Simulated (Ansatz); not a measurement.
# Relaxation of Al2CuSe4

Wanted: the geometry at rest of Al2CuSe4 (a known structure type filled with other elements, at an estimated volume), relaxing cell and atoms, and its electronic structure there.

All numbers below are computed with Ansatz 0.2.0 (DFT, PBE, no spin polarisation, plane waves, PAW).

### 1 The system as given

It takes space group I-4 (No. 82, tetragonal). Conventional cell: a = 5.484 Å, b = 5.484 Å, c = 10.863 Å, α = 90.00°, β = 90.00°, γ = 90.00°. Cu (site symmetry -4) has 4 Se at 2.43 Å as nearest neighbours. Around Al (site symmetry -4) lie 4 Se at 2.37 Å. Around Se (site symmetry 1) lie 2 Al at 2.37 Å and 1 Cu at 2.43 Å.

The coordinates stand in the input below.

The first density is read from a saved solution for the starting cell.

### 2 The walk to rest

input.yaml

```yaml
crystal:
  lattice:
    - [0.0, 5.484295, 0.0]
    - [5.484295, 0.0, 0.0]
    - [2.742148, 2.742148, -5.431475]
  atoms:
    - { symbol: Cu, position: [0.0, 0.0, 0.0] }
    - { symbol: Al, position: [0.75, 0.25, 0.5] }
    - { symbol: Se, position: [0.38, 0.39, 0.74] }
    - { symbol: Se, position: [0.61, 0.12, 0.26] }
    - { symbol: Se, position: [0.88, 0.87, 0.74] }
    - { symbol: Se, position: [0.13, 0.62, 0.26] }
    - { symbol: Al, position: [0.5, 0.5, 0.0] }
  symmetry: { tolerance: 0.0003 }
kpoints:
  mp_grid: { grid: [5, 5, 5], shift: [0, 0, 0] }
magnetization:
  spin_polarized: false
scf:
  occupations: { method: fermi_dirac, width: 0.0125 }
  lower_state_search: "off"
hamiltonian:
  pseudopotentials: { kind: paw }
  xc: pbe
basis:
  ecutwfc: 420
  fft_grid_basis: typed
relax:
  max_steps: 80
  cell: { p_target: 0.0 }
  f_tol: 0.03
output:
  forces: true
  stress: true
  eigenvalues: true
  bader: true
  populations: true
  elf: true
  write_potential: true
  volumetric_format: npy
  dos:
    e_range: [-12, 8]
    de: 0.05
    projected: { site_lists: { Al: [Al], Cu: [Cu], Se: [Se] } }
  write_density: true
checkpoint:
  read: saved_state
```

Launch:

```console
ansatz run input.yaml --threads 2 --pin off --max-ram 2560MiB --backend cpu --events-out ev --progress --plain --runs-dir out
```

Log, shortened:

```text
Warning: checkpoint.read: basis.xc_grid differs: saved 1, current 2 (points along each axis for each point of the dense box; where the key is left out runs that use forces, runs that use the stress, dielectric runs by a finite field, finite-displacement phonons, runs of [...]
Warning: RAYON_NUM_THREADS=2 ignored (pool sized by the plan → 2); use --threads N
[...]
Pseudopotentials: kind: paw
Pseudopotential: Cu, paw, valence charge 19, recommended cutoff 420 eV (normal), Cu.paw.azcp
Pseudopotential: Al, paw, valence charge 3, recommended cutoff 420 eV (normal), Al.paw.azcp
Pseudopotential: Se, paw, valence charge 16, recommended cutoff 420 eV (normal), Se.paw.azcp
Functional definition: PBE
[...]
Crystal: 7 atoms, lattice volume = 163.365 Å³
Basis set: ecut = 420 eV, 3171 PW (Γ), exchange–correlation on 80×80×90 points (8 copies of the dense FFT grid, shifted against one another)
Bands: 54, of which v1, the nominal top of the filled ones, is band 45 counted from 1 (44 counted from 0)
Symmetry: 4 space group operations
Space group: I-4 (ITA 82), of the structure as read, at distance tolerance 1.6e-3 Å
k-points: 21 of 125 (time reversal used)
[...]
SCF iter   1: F=—  HF=-29580.627395 eV  |F-HF|=—  |Δ(HF+E_count)|=         —  Δρ=1.09e-3  dr2=1.96e-3  ethr=2.76e-6  ⟨swp⟩=3.1  Hψ=6717  notcnv=0
[...]
relax step   1: F+E_penalty+E_count = -29580.62813659 eV  Δ(F+E_penalty+E_count) = +0.000e0 eV  max|allowed force component| = 6.727e-1 eV/Å  Δτ_max = 0.0000 Å  P = +3.027 GPa  Ω = 163.365 Å³  (8 SCF iters, dr2 threshold 1.00e-7 eV, accepted)
[...]
relax step   2: F+E_penalty+E_count = -29580.74633899 eV  Δ(F+E_penalty+E_count) = -1.182e-1 eV  max|allowed force component| = 1.360e-1 eV/Å  Δτ_max = 0.0454 Å  P = +0.474 GPa  Ω = 167.551 Å³  energy of the carried Pulay correction = -6.908e-4 eV  (9 SCF iters, dr2 threshold 7.00e-7 eV, accepted)
[...]
relax step   3: F+E_penalty+E_count = -29580.75139799 eV  Δ(F+E_penalty+E_count) = -5.059e-3 eV  max|allowed force component| = 7.700e-3 eV/Å  Δτ_max = 0.0199 Å  P = +0.050 GPa  Ω = 167.534 Å³  energy of the carried Pulay correction = -6.881e-4 eV  (8 SCF iters, dr2 threshold 7.00e-7 eV, accepted)
[...]
SCF iter   5: F=—  HF=-29580.751478 eV  |F-HF|=—  |Δ(HF+E_count)|=   7.86e-7  Δρ=6.03e-5  dr2=5.82e-6  ethr=1.15e-8  ⟨swp⟩=1.0  Hψ=1134  notcnv=0
```

### 3 The output, continued

Output, continued:

```text
SCF iter   6: F=—  HF=-29580.751478 eV  |F-HF|=—  |Δ(HF+E_count)|=   7.63e-8  Δρ=5.06e-5  dr2=3.22e-6  ethr=6.54e-9  ⟨swp⟩=1.0  Hψ=1134  notcnv=0
SCF iter   7: F=—  HF=-29580.751477 eV  |F-HF|=—  |Δ(HF+E_count)|=   4.29e-7  Δρ=4.85e-6  dr2=3.44e-8  ethr=3.62e-9  ⟨swp⟩=2.0  Hψ=1362  notcnv=0
SCF iter   8: F=-29580.751477 eV  HF=-29580.751477 eV  |F-HF|=1.21e-9  |Δ(HF+E_count)|=   1.56e-8  Δρ=1.33e-6  dr2=1.68e-9  ethr=2.60e-11  ⟨swp⟩=7.7  Hψ=6813  notcnv=0
SCF 4 converged in 8 iterations: F = -29580.751477 eV  dr2 = 1.68e-9
relax step   4: F+E_penalty+E_count = -29580.75147710 eV  Δ(F+E_penalty+E_count) = -7.911e-5 eV  max|allowed force component| = 2.074e-3 eV/Å  Δτ_max = 0.0034 Å  P = -0.013 GPa  Ω = 167.879 Å³  energy of the carried Pulay correction = -7.442e-4 eV  (8 SCF iters, dr2 threshold 2.31e-8 eV, accepted)
Initial wavefunctions: pseudopotential atomic-orbital guess (no wavefunctions were taken with the density)
iter 1 solved again at ethr=1.48e-7 eV; its pass at ethr=3.10e-3 eV (dr2=1.32e-4 eV) is discarded
SCF iter   1: F=—  HF=-29580.740354 eV  |F-HF|=—  |Δ(HF+E_count)|=         —  Δρ=5.60e-4  dr2=1.40e-5  ethr=1.48e-7  ⟨swp⟩=3.0  Hψ=7350  notcnv=0
preconditioner: auto → LDOS  [metal: Δε(μ)=0.029 eV  Ē_g=9.115 eV  σ=0.013 eV  W_gap=0.48  n_scr=36 (ndim 8)  ℏωp=18.4 eV  f_vac=0.043  D(μ)=8.87/eV (n_scr^D=84)  β→1.0]
SCF iter   2: F=—  HF=-29580.752218 eV  |F-HF|=—  |Δ(HF+E_count)|=   1.19e-2  Δρ=5.02e-5  dr2=4.12e-6  ethr=1.57e-8  ⟨swp⟩=2.0  Hψ=1740  notcnv=0
SCF iter   3: F=—  HF=-29580.752224 eV  |F-HF|=—  |Δ(HF+E_count)|=   5.75e-6  Δρ=1.39e-5  dr2=5.83e-7  ethr=4.63e-9  ⟨swp⟩=2.0  Hψ=1463  notcnv=0
SCF iter   4: F=—  HF=-29580.752225 eV  |F-HF|=—  |Δ(HF+E_count)|=   1.33e-6  Δρ=4.68e-5  dr2=2.41e-6  ethr=6.55e-10  ⟨swp⟩=2.0  Hψ=2071  notcnv=0  recentre
SCF iter   5: F=—  HF=-29580.752225 eV  |F-HF|=—  |Δ(HF+E_count)|=   3.83e-7  Δρ=2.25e-5  dr2=7.07e-7  ethr=6.55e-10  ⟨swp⟩=2.0  Hψ=2067  notcnv=0
SCF iter   6: F=—  HF=-29580.752225 eV  |F-HF|=—  |Δ(HF+E_count)|=   4.44e-8  Δρ=1.96e-5  dr2=5.09e-7  ethr=6.55e-10  ⟨swp⟩=1.0  Hψ=1134  notcnv=0
SCF iter   7: F=—  HF=-29580.752225 eV  |F-HF|=—  |Δ(HF+E_count)|=   5.41e-9  Δρ=6.71e-6  dr2=6.94e-8  ethr=5.72e-10  ⟨swp⟩=2.0  Hψ=1220  notcnv=0
SCF iter   8: F=—  HF=-29580.752225 eV  |F-HF|=—  |Δ(HF+E_count)|=   4.04e-8  Δρ=1.08e-6  dr2=1.41e-9  ethr=7.79e-11  ⟨swp⟩=2.0  Hψ=1292  notcnv=0
SCF iter   9: F=—  HF=-29580.752225 eV  |F-HF|=—  |Δ(HF+E_count)|=   6.21e-9  Δρ=2.80e-7  dr2=8.04e-11  ethr=1.58e-12  ⟨swp⟩=2.0  Hψ=1563  notcnv=0
SCF iter  10: F=-29580.752225 eV  HF=-29580.752225 eV  |F-HF|=2.18e-11  |Δ(HF+E_count)|=  5.20e-10  Δρ=8.99e-8  dr2=1.34e-11  ethr=1.00e-12  ⟨swp⟩=5.4  Hψ=4891  notcnv=0
SCF 5 converged in 10 iterations: F = -29580.752225 eV  dr2 = 1.34e-11
relax step   5: F+E_penalty+E_count = -29580.75222471 eV  Δ(F+E_penalty+E_count) = -7.476e-4 eV  max|allowed force component| = 2.055e-3 eV/Å  Δτ_max = 0.0000 Å  P = -0.012 GPa  Ω = 167.879 Å³  stress off target by 2.24e-2 GPa  SCF on the basis re-selected at this cell (its energy is not comparable with the rows above)  (10 SCF iters)
basis re-selected at this cell: Δ(F+E_penalty+E_count) = -7.476e-4 eV, ΔP = +0.001 GPa vs the last step (what re-selecting the basis moved, of the pressure what is left beyond the Pulay correction that the steps carried, after the strain that the cell walked since its last selection, with what the two solves' SCF thresholds leave and, on support functions, any second-order correction that the steps lacked; it is no measure of the basis error at this ecutwfc). This SCF's stress stands 2.24e-2 GPa from its target on what of the cell is left free (relax.cell.stress_tol is 5.00e-2 GPa) and its largest allowed force component is 2.05e-3 eV/Å (relax.f_tol is 3.00e-2 eV/Å): within both
SCF converged after 10 iterations
Free energy (F): -29580.752225 eV
Harris-Foulkes:  -29580.752225 eV  (|F-HF|=2.18e-11)
Internal energy: -29580.747339 eV  (E = F + TS)
E sigma→0 (E₀):  -29580.749782 eV
Entropy (-TS):   -0.004885 eV (-0.698 meV/atom)
Fermi energy:    6.105538 eV
--- Per-component energies (eV) ---
  E_band       = -2143.380031
  E_kinetic    = 817.642211
  E_local      = -17056.588546  (includes V_loc(G=0)·N_el)
  E_nonlocal   = -1968.447560
  E_hartree    = 8108.404587
  E_xc         = -583.918020
  E_vxc        = -563.557808  (∫ρ·V_xc dr)
  E_paw        = -10246.035822  (= ΣΔE_a)
  E_vpaw       = 410.764928  (= ΣTr[D̂ρ^β])
  E_aug_tail   = -0.002035  (compensation charges beyond the density's cutoff)
  E_ewald      = -8651.802155
  E_smearing   = -0.004885  (= −TS)
  E_closure    = 0.000000  (closes the sum)
  Σ components = -29580.752225   (vs F -29580.752225, Δ=0.00e0)
--- Forces (eV/Å), atoms counted from 1 ---
  atom   1  Cu     0.00000000    -0.00000000    -0.00000000
  atom   2  Al    -0.00000000    -0.00000000     0.00000000
  atom   3  Se    -0.00005802    -0.00008417     0.00205463
  atom   4  Se    -0.00008417     0.00005802    -0.00205463
  atom   5  Se     0.00005802     0.00008417     0.00205463
  atom   6  Se     0.00008417    -0.00005802    -0.00205463
  atom   7  Al    -0.00000000    -0.00000000     0.00000000
  max |Σ_I F_I| component: 4.66e-18 eV/Å
--- Stress (GPa, compression-positive) ---
       -0.022436      -0.000004      -0.000000
        0.000004      -0.022436      -0.000000
       -0.000000      -0.000000       0.009918
  P = ⅓ Tr σ = -0.0117 GPa (-0.117 kbar)
--- Band table (eV; the first three rows and the last of 21) ---
  k-point 0: bands = ["-105.5140", "-62.9020", "-62.8967", "-62.8967", "-40.7325", "-40.7324", "-40.7322", "-40.7322", "-40.7315", "-40.7315", "-40.7313", "-40.7313", "-40.6909", "-40.6907", "-40.6907", "-40.6907", "-40.6745", "-40.6745", "-40.6743", "-40.6743", "-40.6652", "-40.6651", "-40.6650", "-40.6650", "-7.1613", "-5.8670", "-5.8670", "-5.8425", "0.4587", "1.5850", "2.5091", "2.8259", "2.9671", "3.0289", "3.0289", "3.5101", "3.5101", "4.0014", "4.4136", "4.6553", "4.6553", "4.8196", "6.2999", "6.3348", "6.3348", "8.4548", "8.9506", "9.7613", "11.1388", "11.1388", "11.9400", "12.0333", "12.0333", "12.3387"]
  k-point 1: bands = ["-105.5140", "-62.9020", "-62.8967", "-62.8967", "-40.7325", "-40.7324", "-40.7322", "-40.7322", "-40.7315", "-40.7314", "-40.7313", "-40.7313", "-40.6908", "-40.6907", "-40.6907", "-40.6907", "-40.6746", "-40.6744", "-40.6743", "-40.6743", "-40.6653", "-40.6650", "-40.6650", "-40.6650", "-7.0582", "-6.0000", "-5.8719", "-5.8719", "0.5747", "1.3334", "2.5571", "2.8638", "3.1209", "3.1209", "3.4820", "3.5158", "3.5158", "3.9220", "4.4225", "4.7835", "4.7853", "4.7853", "5.8113", "6.1335", "6.1335", "8.9826", "9.4389", "9.8092", "10.1157", "10.1157", "10.8642", "11.5507", "12.6570", "12.6570"]
  k-point 2: bands = ["-105.5140", "-62.9020", "-62.8967", "-62.8967", "-40.7326", "-40.7324", "-40.7322", "-40.7322", "-40.7315", "-40.7314", "-40.7313", "-40.7313", "-40.6908", "-40.6907", "-40.6907", "-40.6907", "-40.6747", "-40.6743", "-40.6743", "-40.6743", "-40.6654", "-40.6650", "-40.6650", "-40.6649", "-6.7709", "-6.3715", "-5.8798", "-5.8798", "0.7563", "1.0544", "2.7090", "3.1441", "3.2339", "3.2339", "3.5675", "3.6042", "3.6042", "4.1555", "4.4144", "4.6375", "4.9919", "4.9919", "5.4678", "5.8301", "5.8301", "9.0728", "9.0728", "9.4860", "9.5292", "9.8881", "10.6469", "10.8750", "12.1620", "13.6793"]
  k-point 20: bands = ["-105.5140", "-62.9020", "-62.8967", "-62.8967", "-40.7324", "-40.7323", "-40.7323", "-40.7322", "-40.7315", "-40.7314", "-40.7314", "-40.7313", "-40.6908", "-40.6907", "-40.6907", "-40.6907", "-40.6745", "-40.6744", "-40.6743", "-40.6743", "-40.6651", "-40.6651", "-40.6650", "-40.6650", "-6.5155", "-6.1988", "-6.1406", "-6.0031", "0.6095", "0.8381", "1.9080", "2.6270", "2.6778", "3.4943", "3.5274", "3.6700", "3.8879", "4.0214", "4.5203", "4.8319", "5.2354", "5.4320", "5.5774", "6.0203", "6.1971", "9.4663", "9.5942", "10.3391", "11.2330", "11.3906", "11.7692", "12.1371", "12.4678", "12.7716"]
--- Relaxed structure (4 steps of the walk, 4 accepted, 1 SCFs on fresh bases) ---
  F+E_penalty+E_count = -29580.75222471 eV   max|allowed force component| = 2.055e-3 eV/Å   (the final SCF, on the basis selected at the relaxed cell)
  cell:  # Å, volume = 167.8785 Å³
    - [-5.873425654763136e-15, 5.546688468443385, 2.5530304691933955e-7]
    - [5.546688468443385, -5.873425673240164e-15, 2.55303046922046e-7]
    - [2.7733444853813207, 2.7733444853813207, -5.456668769603315]
  atoms:
    - { symbol: Cu, position: [1.3556034321950896e-19, -9.037356389640861e-20, 2.1000832764875634e-27] }
    - { symbol: Al, position: [0.75, 0.25000000000000006, 0.5] }
    - { symbol: Se, position: [0.3689369564025801, 0.39053504469948536, 0.7394663252377] }
    - { symbol: Se, position: [0.6094649553005147, 0.10840328164027982, 0.26053367476230027] }
    - { symbol: Se, position: [0.89159671835972, 0.8699986300628151, 0.7394663252376996] }
    - { symbol: Se, position: [0.13000136993718492, 0.63106304359742, 0.2605336747623002] }
    - { symbol: Al, position: [0.5, 0.5, 0.0] }
--- Löwdin populations: 7 sites ---
  site symbol       q [e]
     0     Cu     18.3171
     1     Al      2.5316
     2     Se     16.3134
     3     Se     16.3134
     4     Se     16.3134
     5     Se     16.3134
     6     Al      2.5235
  spilling = 0.004203 (of n_electrons = 89.000000)
--- Bader charges: 7 sites ---
  site symbol  charge [e]  shift [e]
     0     Cu      0.4327     0.0019
     1     Al      2.0830     0.0006
     2     Se     -1.1494     0.0002
     3     Se     -1.1494     0.0002
     4     Se     -1.1494     0.0002
     5     Se     -1.1494     0.0002
     6     Al      2.0820     0.0006
  estimated error of the sums over rays = 4.9e-4 e
```

It took 1.9 min on 2 threads of an Arm CPU, shared host; peak memory 0.52 GiB.

Step by step:

| step | energy from step 1 (eV/cell) | largest force component (eV/Å) | pressure (GPa) | volume (Å³) |
| --- | --- | --- | --- | --- |
| 1 | 0.0000 | 0.6727 | 3.03 | 163.37 |
| 2 | -0.1182 | 0.1360 | 0.47 | 167.55 |
| 3 | -0.1233 | 0.0077 | 0.05 | 167.53 |
| 4 | -0.1233 | 0.0021 | -0.01 | 167.88 |
| 5 | -0.1241 | 0.0021 | -0.01 | 167.88 |

Step 1 is the start. Step 5 repeats the geometry before on a plane-wave basis chosen anew for that cell, so the energy can jump there without any move; the table keeps such jumps.

| input's cell | before | after | change |
| --- | --- | --- | --- |
| a (Å) | 5.484 | 5.547 | +1.1 % |
| b (Å) | 5.484 | 5.547 | +1.1 % |
| c (Å) | 6.674 | 6.720 | +0.7 % |
| α (°) | 65.74 | 65.63 | -0.11° |
| β (°) | 65.74 | 65.63 | -0.11° |
| volume (Å³/atom) | 23.34 | 23.98 | +2.8 % |

The largest move, 0.06 Å, apart from the change of the cell, is shared by several atoms, Se4 among them.

### 4 Total and projected density of states

Counts of states in windows (eV from the Fermi level; tetrahedra), total and projected:

| from | to | total | Al s | Al p | Cu d | Se p |
| --- | --- | --- | --- | --- | --- | --- |
| -4.5 | -4.0 | 0.75 | 0.01 | 0.11 | 0.02 | 0.48 |
| -4.0 | -3.5 | 1.71 | 0.02 | 0.27 | 0.11 | 1.15 |
| -3.5 | -3.0 | 3.25 | 0.04 | 0.46 | 0.49 | 2.10 |
| -3.0 | -2.5 | 5.19 | 0.03 | 0.42 | 1.74 | 2.84 |
| -2.5 | -2.0 | 4.21 | 0.02 | 0.24 | 1.70 | 2.17 |
| -2.0 | -1.5 | 4.06 | 0.04 | 0.24 | 2.00 | 1.66 |
| -1.5 | -1.0 | 3.25 | 0.03 | 0.17 | 1.34 | 1.59 |
| -1.0 | -0.5 | 3.07 | 0.02 | 0.14 | 1.10 | 1.68 |
| -0.5 | 0.0 | 3.25 | 0.02 | 0.10 | 0.96 | 2.05 |
| 0.0 | 0.5 | 1.27 | 0.01 | 0.03 | 0.29 | 0.92 |
| 0.5 | 1.0 | 0.00 | 0.00 | 0.00 | 0.00 | 0.00 |
| 1.0 | 1.5 | 0.00 | 0.00 | 0.00 | 0.00 | 0.00 |
| 1.5 | 2.0 | 0.00 | 0.00 | 0.00 | 0.00 | 0.00 |
| 2.0 | 2.5 | 0.00 | 0.00 | 0.00 | 0.00 | 0.00 |
| 2.5 | 3.0 | 0.03 | 0.01 | 0.01 | 0.00 | 0.01 |
| 3.0 | 3.5 | 1.12 | 0.24 | 0.36 | 0.01 | 0.22 |

### 5 Atomic charges

Gathered by element (positive charge: electrons given up): Löwdin charges also hold the electrons that the projection spills.

| element | atoms | Bader charge (e) | Bader volume (Å³) | Löwdin charge (e) |
| --- | --- | --- | --- | --- |
| Cu | 1 | +0.43 | 15.6 | +0.68 |
| Al | 2 | +2.08 | 7.4 | +0.47 to +0.48 |
| Se | 4 | -1.15 | 34.4 | -0.31 |

Löwdin charges rest on a small set of atomic orbitals that misses 0.4 % of the electrons, so they need not add up to the cell's charge and can differ from Bader's even in sign.

### 6 Real-space fields

Maps in the plane spanned by a and b at height 0.000 along c (axes of the input's cell), one cell: a runs left to right (17 points from zero), b bottom to top (17 points), 90° apart. Near the nuclei they are pseudo-fields.

Valence density. Ten steps from '0' (0.02 e/Å³) to '9' (70.40 e/Å³), finer at the low end (step k begins (100^(k/10) - 1)/99 of the way up):
```
76200000000000026
32100000000000012
00000000000000000
00000000000000000
00000000000000000
00000000000000000
00000000000000000
00000000000000000
00000000000000000
00000000000000000
00000000000000000
00000000000000000
00000000000000000
00000000000000000
32100000000000012
76200000000000026
97300000000000037
```

ELF. Ten even steps from '0' (0.01) to '9' (0.93):
```
74211100000011124
22112210000222112
11134431002344311
11245543223555421
11245665335665421
00235676336764310
00023562002653100
00002330110332000
00002330110332000
00013562002653200
00134676336765320
11245665335665421
11245553223455421
11134432001344311
22112220000122112
74211100000011124
97211100000011127
```

Atoms within 0.2 Å of the plane, in fractions of a and b: Cu at (0.00, 1.00), Al at (0.50, 0.50).

At the density minimum on some short contacts:

| contact | length (Å) | minimum at (fraction) | density (e/Å³) | ELF |
| --- | --- | --- | --- | --- |
| Se3–Al7 | 2.427 | none clear | – | – |

### 7 Results

| quantity | value |
| --- | --- |
| moves | 3 |
| energy gained | 17.6 meV/atom |
| largest move | 0.06 Å (Se) |
| space group (0.01 Å), before / after | I-4 / I-4 |
| cell | a = 5.547 Å, b = 5.547 Å, c = 6.720 Å, α = 65.63°, β = 65.63°, γ = 90.00° |
| volume | 23.98 Å³/atom (+2.8 %) |
| pressure at the end | -0.01 GPa |
| formation energy (elements from separate runs) | -0.61 eV/atom |
| character | metal |
| density of states, mean within 0.25 eV of the Fermi level | 6.5 per eV per cell |
| Bader charges | Cu +0.43, Al +2.08, Se -1.15 e |

The volume grew by 2.8 %, and the largest move of an atom is 0.06 Å apart from the change of the cell; the energy fell by 17.6 meV per atom. The run held to 4 symmetry operations, so a lower structure without them is not ruled out. It is a metal; within 0.25 eV of the Fermi level the density of states averages 6.5 per eV per cell, mostly Se p (69 %) and Cu d (25 %). By Bader's partition Al gives up most (+2.08 e) and Se takes most (-1.15 e). Against the elements' reference phases (Cu fcc, Al fcc, Se trigonal (grey) selenium; separate runs with the same functional) the formation energy is -0.61 eV per atom, a bound cell by that test.

Caveats: an odd count of electrons without spin polarisation forces a partly filled band.
